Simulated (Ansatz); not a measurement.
# SiS (SMILES [Si-]#[S+]), step by step, part 2 of 2

Ansatz 0.2.0. Earlier steps stand in the parts before.

**6. The series**

```
run                                                                                        level         task  frozen core orbitals  partner            energy (Eh)  wall time
  1                                                                          RPA@PBE/cc-pV(D+d)Z       energy                    10     base            -686.822105     0.95 s
  2                                                                          RPA@PBE/cc-pV(D+d)Z       energy                     5    atoms            -397.664680     0.73 s
  3                                                                          RPA@PBE/cc-pV(D+d)Z       energy                     5    atoms            -288.960637     0.89 s
  4                                                                          RPA@PBE/cc-pV(T+d)Z       energy                    10     base            -686.937451      1.4 s
  5                                                                          RPA@PBE/cc-pV(T+d)Z       energy                     5    atoms            -397.736436      1.1 s
  6                                                                          RPA@PBE/cc-pV(T+d)Z       energy                     5    atoms            -288.992905     0.85 s
  7                                                                          RPA@PBE/cc-pV(Q+d)Z       energy                    10     base            -686.984283      3.6 s
  8                                                                          RPA@PBE/cc-pV(Q+d)Z       energy                     5    atoms            -397.764726      2.3 s
  9                                                                          RPA@PBE/cc-pV(Q+d)Z       energy                     5    atoms            -289.005659      1.9 s
 10                                                                          RPA@PBE/cc-pV(5+d)Z       energy                    10     base            -686.998152       11 s
 11                                                                          RPA@PBE/cc-pV(5+d)Z       energy                     5    atoms            -397.773540      4.8 s
 12                                                                          RPA@PBE/cc-pV(5+d)Z       energy                     5    atoms            -289.008125      4.2 s
 13                                                                                      HF/pc-0       energy                     –     base            -686.099213     0.23 s
 14                                                                                     UHF/pc-0       energy                     –   cation            -685.748140     0.97 s
 15                                                                                      HF/pc-1       energy                     –     base            -686.452766     0.25 s
 16                                                                                     UHF/pc-1       energy                     –   cation            -686.107782      1.4 s
 17                                                                                      HF/pc-2       energy                     –     base            -686.491704     0.37 s
 18                                                                                     UHF/pc-2       energy                     –   cation            -686.152086      5.1 s
 19                                                                                      HF/pc-3       energy                     –     base            -686.503779      1.3 s
 20                                                                                     UHF/pc-3       energy                     –   cation            -686.165755       22 s
 21                                                                                      HF/pc-4       energy                     –     base            -686.504817      3.6 s
 22                                                                                     UHF/pc-4       energy                     –   cation            -686.166836       65 s
 23      MP2/def2-SVP (density fitting with def2-universal-jkfit, cc-pVDZ-rifit for correlation)     optimise                    10     base            -686.459225     0.79 s
 24      MP2/def2-SVP (density fitting with def2-universal-jkfit, cc-pVDZ-rifit for correlation)  frequencies                    10     base            -686.459225      2.1 s
 25     MP2/def2-SVP (density fitting with def2-universal-jkfit, def2-SVP-rifit for correlation)     optimise                    10     base            -686.459160     0.79 s
 26     MP2/def2-SVP (density fitting with def2-universal-jkfit, def2-SVP-rifit for correlation)  frequencies                    10     base            -686.459160      2.1 s
 27    MP2/def2-SVP (density fitting with def2-universal-jkfit, def2-TZVP-rifit for correlation)     optimise                    10     base            -686.458990     0.83 s
 28    MP2/def2-SVP (density fitting with def2-universal-jkfit, def2-TZVP-rifit for correlation)  frequencies                    10     base            -686.458990      2.2 s
 29      MP2/def2-SVP (density fitting with def2-universal-jkfit, cc-pVTZ-rifit for correlation)     optimise                    10     base            -686.459013     0.85 s
 30      MP2/def2-SVP (density fitting with def2-universal-jkfit, cc-pVTZ-rifit for correlation)  frequencies                    10     base            -686.459013      2.2 s
 31  MP2/def2-SVP (density fitting with def2-universal-jkfit, aug-cc-pVTZ-rifit for correlation)     optimise                    10     base            -686.459021     0.91 s
 32  MP2/def2-SVP (density fitting with def2-universal-jkfit, aug-cc-pVTZ-rifit for correlation)  frequencies                    10     base            -686.459021      2.4 s
 33      MP2/def2-SVP (density fitting with def2-universal-jkfit, cc-pVQZ-rifit for correlation)     optimise                    10     base            -686.459013     0.93 s
 34      MP2/def2-SVP (density fitting with def2-universal-jkfit, cc-pVQZ-rifit for correlation)  frequencies                    10     base            -686.459013      2.4 s
 35      MP2/def2-SVP (density fitting with def2-universal-jkfit, cc-pV5Z-rifit for correlation)     optimise                    10     base            -686.459013        1 s
 36      MP2/def2-SVP (density fitting with def2-universal-jkfit, cc-pV5Z-rifit for correlation)  frequencies                    10     base            -686.459013      2.8 s
 37                                                                                 MP2/def2-SVP     optimise                    10     base            -686.459057      2.1 s
 38                                                                                 MP2/def2-SVP  frequencies                    10     base            -686.459057        6 s
 39                                                                             RPA@PBE/cc-pCVDZ       energy                    10     base            -686.809473        1 s
 40                                                                             RPA@PBE/cc-pCVDZ       energy                    10    anion            -686.796215      2.6 s
 41                                                                             RPA@PBE/cc-pCVDZ       energy                    10     base            -686.809473        1 s
 42                                                                             RPA@PBE/cc-pCVDZ       energy                    10    anion            -686.796215      2.5 s
 43                                                                             RPA@PBE/cc-pCVDZ       energy                     0     base            -687.389930      1.1 s
 44                                                                             RPA@PBE/cc-pCVDZ       energy                     0    anion            -687.376755      2.9 s
 45                                                                              RPA@PBE/cc-pVTZ       energy                    10     base            -686.933112      1.3 s
 46                                                                              RPA@PBE/cc-pVTZ       energy                    10    anion            -686.941207      2.6 s
 47                                                                              RPA@PBE/cc-pVTZ       energy                    10     base            -686.933112      1.3 s
 48                                                                              RPA@PBE/cc-pVTZ       energy                    10    anion            -686.941207      2.6 s
 49                                                                              RPA@PBE/cc-pVTZ       energy                     0     base            -687.064750      1.4 s
 50                                                                              RPA@PBE/cc-pVTZ       energy                     0    anion            -687.072650      2.8 s
 51                                                              LC-wPBE/cc-pVDZ (xc omega 0.05)       energy                     –     base            -687.427818     0.83 s
 52                                                             ULC-wPBE/cc-pVDZ (xc omega 0.05)       energy                     –    atoms            -397.956245     0.69 s
 53                                                             ULC-wPBE/cc-pVDZ (xc omega 0.05)       energy                     –    atoms            -289.242163     0.75 s
 54                                                               LC-wPBE/cc-pVDZ (xc omega 0.1)       energy                     –     base            -687.432119     0.89 s
 55                                                              ULC-wPBE/cc-pVDZ (xc omega 0.1)       energy                     –    atoms            -397.959095     0.49 s
 56                                                              ULC-wPBE/cc-pVDZ (xc omega 0.1)       energy                     –    atoms            -289.244406     0.44 s
 57                                                              LC-wPBE/cc-pVDZ (xc omega 0.15)       energy                     –     base            -687.437551     0.65 s
 58                                                             ULC-wPBE/cc-pVDZ (xc omega 0.15)       energy                     –    atoms            -397.963638     0.36 s
 59                                                             ULC-wPBE/cc-pVDZ (xc omega 0.15)       energy                     –    atoms            -289.247687     0.36 s
 60                                                               LC-wPBE/cc-pVDZ (xc omega 0.2)       energy                     –     base            -687.442841     0.67 s
 61                                                              ULC-wPBE/cc-pVDZ (xc omega 0.2)       energy                     –    atoms            -397.969073     0.39 s
 62                                                              ULC-wPBE/cc-pVDZ (xc omega 0.2)       energy                     –    atoms            -289.251325     0.34 s
 63                                                               LC-wPBE/cc-pVDZ (xc omega 0.3)       energy                     –     base            -687.452795     0.71 s
 64                                                              ULC-wPBE/cc-pVDZ (xc omega 0.3)       energy                     –    atoms            -397.980546     0.34 s
 65                                                              ULC-wPBE/cc-pVDZ (xc omega 0.3)       energy                     –    atoms            -289.258648     0.35 s
 66                                                               LC-wPBE/cc-pVDZ (xc omega 0.4)       energy                     –     base            -687.463995     0.75 s
 67                                                              ULC-wPBE/cc-pVDZ (xc omega 0.4)       energy                     –    atoms            -397.991457     0.35 s
 68                                                              ULC-wPBE/cc-pVDZ (xc omega 0.4)       energy                     –    atoms            -289.266197     0.39 s
 69                                                               LC-wPBE/cc-pVDZ (xc omega 0.5)       energy                     –     base            -687.477838     0.75 s
 70                                                              ULC-wPBE/cc-pVDZ (xc omega 0.5)       energy                     –    atoms            -398.001589     0.34 s
 71                                                              ULC-wPBE/cc-pVDZ (xc omega 0.5)       energy                     –    atoms            -289.274720     0.36 s
 72                                                               LC-wPBE/cc-pVDZ (xc omega 0.7)       energy                     –     base            -687.513463     0.77 s
 73                                                              ULC-wPBE/cc-pVDZ (xc omega 0.7)       energy                     –    atoms            -398.021094     0.34 s
 74                                                              ULC-wPBE/cc-pVDZ (xc omega 0.7)       energy                     –    atoms            -289.295745     0.36 s
 75                                                                 LC-wPBE/cc-pVDZ (xc omega 1)       energy                     –     base            -687.578578     0.77 s
 76                                                                ULC-wPBE/cc-pVDZ (xc omega 1)       energy                     –    atoms            -398.052444     0.36 s
 77                                                                ULC-wPBE/cc-pVDZ (xc omega 1)       energy                     –    atoms            -289.332075     0.34 s
 78                                                 SC-NEVPT2(2,2)/def2-TZVP (3 states averaged)       energy             see input     base  -686.586359 (average)      5.4 s
 79                                                 SC-NEVPT2(2,3)/def2-TZVP (3 states averaged)       energy             see input     base  -686.646965 (average)      5.7 s
 80                                                 SC-NEVPT2(4,4)/def2-TZVP (3 states averaged)       energy             see input     base  -686.641802 (average)      3.9 s
 81                                                 SC-NEVPT2(4,5)/def2-TZVP (3 states averaged)       energy             see input     base  -686.644833 (average)      5.7 s
 82                                                 SC-NEVPT2(6,6)/def2-TZVP (3 states averaged)       energy             see input     base  -686.643282 (average)      8.4 s
 83                                                 SC-NEVPT2(6,7)/def2-TZVP (3 states averaged)       energy             see input     base  -686.647988 (average)      7.5 s
 84                                                 SC-NEVPT2(8,8)/def2-TZVP (3 states averaged)       energy             see input     base  -686.643950 (average)       15 s
 85                                                 SC-NEVPT2(8,9)/def2-TZVP (3 states averaged)       energy             see input     base  -686.648269 (average)       22 s
 86                                               SC-NEVPT2(10,10)/def2-TZVP (3 states averaged)       energy             see input     base  -686.642092 (average)       50 s
```

Convergence of the electronic atomisation energy of singlet SiS with the basis set, against the last point:

```csv
basis set,from the last (eV),wall time
cc-pV(D+d)Z,-0.5361,2.6 s
cc-pV(T+d)Z,-0.2279,3.4 s
cc-pV(Q+d)Z,-0.0704,7.8 s
cc-pV(5+d)Z,+0.0000,20 s
```

Convergence of the total energy of singlet SiS with the basis set, against the last point:

```
basis set  from the last (mEh)  wall time
     pc-0             +405.604     0.23 s
     pc-1              +52.051     0.25 s
     pc-2              +13.114     0.37 s
     pc-3               +1.038      1.3 s
     pc-4               +0.000      3.6 s
```

**7. Results**

What follows sums up all 2 parts.

```
                                                                             quantity          value
                     run 86, SC-NEVPT2(10,10)/def2-TZVP: average energy of the states  -686.64209 Eh
run 86, SC-NEVPT2(10,10)/def2-TZVP: lowest excitation energy within this active space        4.39 eV
                              electronic atomisation energy, LC-wPBE/cc-pVDZ (run 54)       6.221 eV
                              electronic atomisation energy, LC-wPBE/cc-pVDZ (run 57)       6.156 eV
                              electronic atomisation energy, LC-wPBE/cc-pVDZ (run 60)       6.053 eV
                              electronic atomisation energy, LC-wPBE/cc-pVDZ (run 63)       5.812 eV
                              electronic atomisation energy, LC-wPBE/cc-pVDZ (run 69)       5.484 eV
                              electronic atomisation energy, LC-wPBE/cc-pVDZ (run 72)       5.350 eV
                              electronic atomisation energy, LC-wPBE/cc-pVDZ (run 75)       5.281 eV
                          vertical ionisation energy (to the doublet cation), HF/pc-4       9.197 eV
```

For the electronic atomisation energy of singlet SiS to stay within 0.1 eV of the last point, cc-pV(Q+d)Z is the first point of the series from which all later ones do (7.8 s against 20 s). For the total energy of singlet SiS to stay within 10 mEh of the last point, pc-3 is the first point of the series from which all later ones do (1.3 s against 3.6 s). For the total energy of singlet SiS to stay within 2 mEh of the last point, pc-3 is the first point of the series from which all later ones do (1.3 s against 3.6 s). Spin contamination of the reference: run 14 ⟨S²⟩ = 0.91. Rows marked as averages are means over several states, not the energy of one. All runs together took 5.4 min, the longest 65 s.
